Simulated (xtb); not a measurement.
# C2H4GaN (SMILES N=C=[CH][GaH2]): GFN2-xTB

Aim: vibrational wavenumbers of C2H4GaN. 

The calculation is run with xtb 6.7.1 later snapshot.

## (1) The structure to begin with

The species is C2H4GaN (8 atoms), meant as a singlet with charge 0. As SMILES, `N=C=[CH][GaH2]`. Geometry: optimised at GFN2-xTB.

Bond lengths: N1–C2 1.211 Å, C2–C3 1.301 Å, C3–Ga4 1.981 Å, N1–H5 1.007 Å, C3–H6 1.082 Å, Ga4–H7 1.574 Å, Ga4–H8 1.569 Å. Angles: N1–C2–C3 169.3°, C2–C3–Ga4 114.4°, C2–N1–H5 125.3°, C2–C3–H6 122.1°, Ga4–C3–H6 123.5°, C3–Ga4–H7 121.2°, C3–Ga4–H8 121.6°, H7–Ga4–H8 117.2°.

## (2) Vibrational wavenumbers at GFN2-xTB

Input file detailed.inp:

```
$chrg 0
$spin 0
$end
```

Input file input.xyz:

```xyz
8

N      0.30173000     2.00240000    -0.85890700
C      0.34940300     1.13389200    -0.01602600
C      0.51141800     0.07062300     0.71607600
Ga    -0.36500400    -1.55598900     0.00260200
H     -0.40461500     2.71712700    -0.91905600
H      1.08983800     0.08521000     1.63006500
H     -0.23105600    -2.94170900     0.73696200
H     -1.25161400    -1.51155500    -1.29171600
```

Command:

```console
$ xtb input.xyz --hess --raman --ptb --input detailed.inp | tee xtb.out
```

The log of the run:

```text
* xtb version 6.7.1
[...]
          :  # basis functions                  26          :
[...]
          :  # electrons                        20          :
[...]
          :  Hamiltonian                  GFN2-xTB          :
[...]
          :  net charge                          0          :
          :  unpaired electrons                  0          :
[...]
   *** convergence criteria satisfied after 12 iterations ***
[...]
         ::                     SUMMARY                     ::
         :::::::::::::::::::::::::::::::::::::::::::::::::::::
         :: total energy             -10.344644174070 Eh    ::
         :: gradient norm              0.000059293984 Eh/a0 ::
         :: HOMO-LUMO gap              3.726148911816 eV    ::
         ::.................................................::
         :: SCC energy               -10.519136569575 Eh    ::
         :: -> isotropic ES            0.021027162127 Eh    ::
         :: -> anisotropic ES          0.002596984190 Eh    ::
         :: -> anisotropic XC          0.009498837026 Eh    ::
         :: -> dispersion             -0.004085462270 Eh    ::
         :: repulsion energy           0.174492395505 Eh    ::
         :: add. restraining           0.000000000000 Eh    ::
         :: total charge               0.000000000000 e     ::
         :::::::::::::::::::::::::::::::::::::::::::::::::::::
[...]
        10        2.0000           -0.3801598             -10.3447 (HOMO)
        11                         -0.2432268              -6.6185 (LUMO)
[...]
     #   Z          covCN         q      C6AA      α(0)
     1   7          1.772    -0.245    27.212     7.725
     2   6          1.987     0.126    27.954     8.538
     3   6          2.771    -0.153    31.935     9.255
     4  31          2.757     0.141   215.147    32.894
     5   1          0.860     0.183     1.199     1.715
     6   1          0.925     0.098     1.805     2.101
     7   1          0.899    -0.071     4.649     3.374
     8   1          0.900    -0.079     4.885     3.458
[...]
     #   Z sym  total        # sym  WBO       # sym  WBO       # sym  WBO
 ---------------------------------------------------------------------------
     1   7      3.293 --     2      2.008     5      0.911     3      0.201
                             4      0.106
     2   6      3.943 --     1      2.008     3      1.747     4      0.144
     3   6      3.940 --     2      1.747     4      0.909     6      0.876
                             1      0.201
     4  31      2.799 --     3      0.909     8      0.792     7      0.785
                             2      0.144     1      0.106
     5   1      0.967 --     1      0.911
     6   1      0.990 --     3      0.876
     7   1      0.995 --     4      0.785
     8   1      0.994 --     4      0.792
 ---------------------------------------------------------------------------
[...]
molecular dipole:
                 x           y           z       tot (Debye)
 q only:       -0.023       0.479       0.265
   full:       -0.227       0.470       0.373       1.630
molecular quadrupole (traceless):
[...]
 projected vibrational frequencies (cm⁻¹)
eigval :       -0.00    -0.00    -0.00     0.00     0.00     0.00
eigval :       67.62   137.56   321.04   358.91   414.83   427.75
eigval :      441.09   582.14   695.02   718.32   897.76   959.72
eigval :     1283.20  1591.14  1638.39  2154.84  3008.90  3437.15
 reduced masses (amu)
    1:      3.44    2:      5.81    3:     10.94    4:     15.85    5:      7.26    6:      7.31
    7:      5.02    8:      1.12    9:      1.89   10:      1.32   11:      4.07   12:      1.30
   13:      1.68   14:      3.32   15:      1.03   16:      1.11   17:      1.29   18:      1.23
[...]
         ::                  THERMODYNAMIC                  ::
         :::::::::::::::::::::::::::::::::::::::::::::::::::::
         :: total free energy         -10.331243734409 Eh   ::
         ::.................................................::
         :: total energy              -10.344644174078 Eh   ::
         :: zero point energy           0.043593619819 Eh   ::
         :: G(RRHO) w/o ZPVE           -0.030193180151 Eh   ::
         :: G(RRHO) contrib.            0.013400439668 Eh   ::
         :::::::::::::::::::::::::::::::::::::::::::::::::::::
[...]
          | TOTAL ENERGY              -10.344644174078 Eh   |
          | TOTAL ENTHALPY            -10.293707924723 Eh   |
          | TOTAL FREE ENERGY         -10.331243734409 Eh   |
          | GRADIENT NORM               0.000057778339 Eh/α |
[...]
```

Standard error:

```text
normal termination of xtb
```

Run time: 0.92 s. Hardware: 1 thread of Arm Neoverse V2, shared host.

## (3) What came out

At GFN2-xTB:

```
                      quantity          value
                  total energy   -10.34464 Eh
                 dipole moment         1.63 D
                   HOMO energy      -10.34 eV
                   LUMO energy       -6.62 eV
                 HOMO–LUMO gap        3.73 eV
             dispersion energy  -10.73 kJ/mol
mean polarisability (D4 model)     69.1 bohr³
    lowest harmonic wavenumber        68 cm⁻¹
   highest harmonic wavenumber      3437 cm⁻¹
             zero-point energy   114.5 kJ/mol
```

**Reading.** All 18 modes are real, so the shape is a minimum at this level. Mulliken charges run from -0.25 on N1 to +0.18 on H5.
